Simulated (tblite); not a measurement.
# C6H10BFO: the cost of one run

The runs use tblite 0.8.0 and PySCF 2.14.0, with density-fitted response routines of our own; the level of theory stands in each step. All values are computed, except where a source is named. Atoms count from 0, in the outputs and in this text.

## (1) The starting structure

19 atoms, charge 0, multiplicity 1; geometry from: force field or distance geometry start.

Bonds of the start (Å): B0–C1 1.60, C1–C2 1.52, C1–C3 1.55, C3–C4 1.49, C4–C5 1.32, C5–C6 1.50, C6–F7 1.39, C5–O8 1.37, O8–C1 1.42, B0–H9 1.19, B0–H10 1.18, C2–H11 1.12, C2–H12 1.12, C2–H13 1.11, C3–H14 1.12, C3–H15 1.10, C4–H16 1.08, C6–H17 1.11, C6–H18 1.11.

## (2) Relaxing the molecule with GFN2-xTB

Job settings and geometry (Å):

```
{"job": {"kind": "relax", "xc": "GFN2-xTB", "basis": "xTB"}, "charge": 0, "multiplicity": 1}
B     -1.778700     0.826200     1.216100
C     -0.949500     0.191800     0.003100
C     -1.749300     0.228000    -1.283100
C     -0.465900    -1.246200     0.333600
C      1.018900    -1.137000     0.289800
C      1.359200     0.103000    -0.007900
C      2.770900     0.595100    -0.120700
F      3.303700     0.783700     1.151200
O      0.265900     0.917600    -0.159200
H     -2.811400     0.335400     1.558300
H     -1.406600     1.803100     1.760000
H     -2.039200     1.275600    -1.535000
H     -2.691100    -0.372200    -1.178800
H     -1.153400    -0.176200    -2.130600
H     -0.768400    -1.588000     1.359000
H     -0.809900    -1.998600    -0.395600
H      1.718600    -1.940800     0.462300
H      3.388600    -0.150900    -0.670100
H      2.787800     1.559600    -0.659900
```

Command:

```console
OMP_NUM_THREADS=1 python probes_run.py task.json out
```

The driver reads the jobs from task.json and runs them one after another.

Q: Estimate the wall time and peak memory of this first job on 1 thread of Arm Neoverse N1, shared host.

About 1.8 s, with a peak of 0.18 GiB.
